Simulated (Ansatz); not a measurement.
**C6H16Cl2GeN2: basis-set convergence**

An exercise on one series of results from a longer session: the logs are not shown, and one member is left open.

Computed with Ansatz 0.2.0, Gaussian basis. Level: one geometry, several basis sets.

Levels to be run: PBE0-D4/def2-SVP; ωB97M-V/def2-SVP; PBE0-D4/def2-QZVPP; ωB97M-V/def2-QZVPP; the functionals' def2-TZVPP values are taken from earlier runs.

## The relaxed structure

An earlier PBE0-D4 in a triple-zeta def2 set relaxation fixed the geometry.

SMILES `CC[N](C)[Ge]([Cl])([Cl])[N](C)CC`, 27 atoms, charge 0, spin multiplicity 1.

Atoms are counted from 1 here; the program's logs count them from 0.

Bond lengths: C1–C2 1.519 Å, C1–H12 1.093 Å, C1–H13 1.092 Å, C1–H14 1.092 Å, C2–N3 1.453 Å, C2–H15 1.093 Å, C2–H16 1.101 Å, N3–C4 1.449 Å, N3–Ge5 1.804 Å, C4–H17 1.091 Å, C4–H18 1.100 Å, C4–H19 1.094 Å, Ge5–Cl6 2.159 Å, Ge5–Cl7 2.163 Å, Ge5–N8 1.818 Å, N8–C9 1.451 Å, N8–C10 1.460 Å, C9–H20 1.095 Å and more. Angles: C2–C1–H12 110.1°, C2–C1–H13 110.5°, C2–C1–H14 111.9°, H12–C1–H13 108.4°, H12–C1–H14 107.5°, H13–C1–H14 108.2°, C1–C2–N3 112.6°, C1–C2–H15 108.8°, C1–C2–H16 109.8°, N3–C2–H15 108.7°, N3–C2–H16 110.2°, H15–C2–H16 106.6°, C2–N3–C4 114.7°, C2–N3–Ge5 119.2°, C4–N3–Ge5 116.8°, N3–C4–H17 110.1°, N3–C4–H18 112.2°, N3–C4–H19 110.7° and more.

Geometry (Å):

```
C    -2.2507   -0.6433   -2.5113
C    -1.9383    0.5191   -1.5855
N    -0.6372    0.3933   -0.9510
C     0.4908    0.6239   -1.8304
Ge   -0.4440    0.8992    0.7701
Cl   -2.1130    0.0722    1.8623
Cl   -0.6107    3.0452    0.9871
N     1.1593    0.3767    1.4490
C     1.8337    1.2559    2.3856
C     1.3129   -1.0243    1.8285
C     0.8698   -2.0158    0.7743
H    -3.2459   -0.5214   -2.9455
H    -2.2266   -1.5866   -1.9617
H    -1.5388   -0.7104   -3.3366
H    -2.7039    0.5649   -0.8071
H    -1.9987    1.4664   -2.1432
H     1.4214    0.6016   -1.2611
H     0.4244    1.5936   -2.3449
H     0.5527   -0.1592   -2.5924
H     2.9039    1.0231    2.3826
H     1.4689    1.1422    3.4167
H     1.7156    2.2987    2.0960
H     0.7900   -1.2321    2.7755
H     2.3808   -1.1731    2.0295
H     1.0913   -3.0289    1.1168
H    -0.2027   -1.9620    0.5789
H     1.3934   -1.8492   -0.1689
```

Set-up of the first run:

Input file in.yaml:

```yaml
crystal:
  periodic: [false, false, false]
  atoms:
    - {symbol: C, position_ang: [-2.250701, -0.643292, -2.511343]}
    - {symbol: C, position_ang: [-1.938329, 0.519070, -1.585450]}
    - {symbol: N, position_ang: [-0.637232, 0.393309, -0.950955]}
    - {symbol: C, position_ang: [0.490783, 0.623869, -1.830378]}
    - {symbol: Ge, position_ang: [-0.444034, 0.899177, 0.770083]}
    - {symbol: Cl, position_ang: [-2.112971, 0.072152, 1.862267]}
    - {symbol: Cl, position_ang: [-0.610684, 3.045227, 0.987139]}
    - {symbol: N, position_ang: [1.159305, 0.376666, 1.449008]}
    - {symbol: C, position_ang: [1.833710, 1.255933, 2.385602]}
    - {symbol: C, position_ang: [1.312877, -1.024271, 1.828497]}
    - {symbol: C, position_ang: [0.869773, -2.015849, 0.774294]}
    - {symbol: H, position_ang: [-3.245851, -0.521432, -2.945495]}
    - {symbol: H, position_ang: [-2.226613, -1.586600, -1.961743]}
    - {symbol: H, position_ang: [-1.538797, -0.710444, -3.336616]}
    - {symbol: H, position_ang: [-2.703921, 0.564929, -0.807071]}
    - {symbol: H, position_ang: [-1.998711, 1.466372, -2.143232]}
    - {symbol: H, position_ang: [1.421400, 0.601628, -1.261063]}
    - {symbol: H, position_ang: [0.424353, 1.593571, -2.344857]}
    - {symbol: H, position_ang: [0.552720, -0.159193, -2.592389]}
    - {symbol: H, position_ang: [2.903887, 1.023090, 2.382624]}
    - {symbol: H, position_ang: [1.468935, 1.142219, 3.416660]}
    - {symbol: H, position_ang: [1.715624, 2.298734, 2.096008]}
    - {symbol: H, position_ang: [0.790000, -1.232050, 2.775540]}
    - {symbol: H, position_ang: [2.380762, -1.173123, 2.029482]}
    - {symbol: H, position_ang: [1.091317, -3.028857, 1.116783]}
    - {symbol: H, position_ang: [-0.202730, -1.961999, 0.578855]}
    - {symbol: H, position_ang: [1.393428, -1.849235, -0.168851]}
basis:
  gaussian: {orbitals: def2-SVP}
hamiltonian: {xc: pbe0, dispersion: d4}
output: {orbitals: {seedname: orbitals}}
```

Started as:

```console
> ansatz run in.yaml --threads 11 --pin off --events-out ev --progress --plain --max-ram 174080MiB --backend cpu
```

Among the steps run: PBE0-D4 in def2-SVP; ωB97M-V in def2-SVP; PBE0-D4 in def2-QZVPP; ωB97M-V in def2-QZVPP.

One of the session's tables, all rows but one given; the rest of the session is left out.

It belongs to the step «Density functionals: the series». 

| functional | basis | HOMO (eV) | LUMO (eV) |
| --- | --- | --- | --- |
| PBE0-D4 | def2-SVP | -6.62 | 0.07 |
| PBE0-D4 | def2-TZVPP | -6.71 | -0.23 |
| PBE0-D4 | def2-QZVPP | -6.73 | -0.35 |
| ωB97M-V | def2-SVP | -8.89 | 2.22 |
| ωB97M-V | def2-TZVPP | -9.00 | 1.79 |
| ωB97M-V | def2-QZVPP | ? | ? |

**Question.** Estimate the row for ωB97M-V, def2-QZVPP.

As computed: HOMO (eV): -9.02; LUMO (eV): 1.48. In the column «HOMO (eV)» it is the lowest.
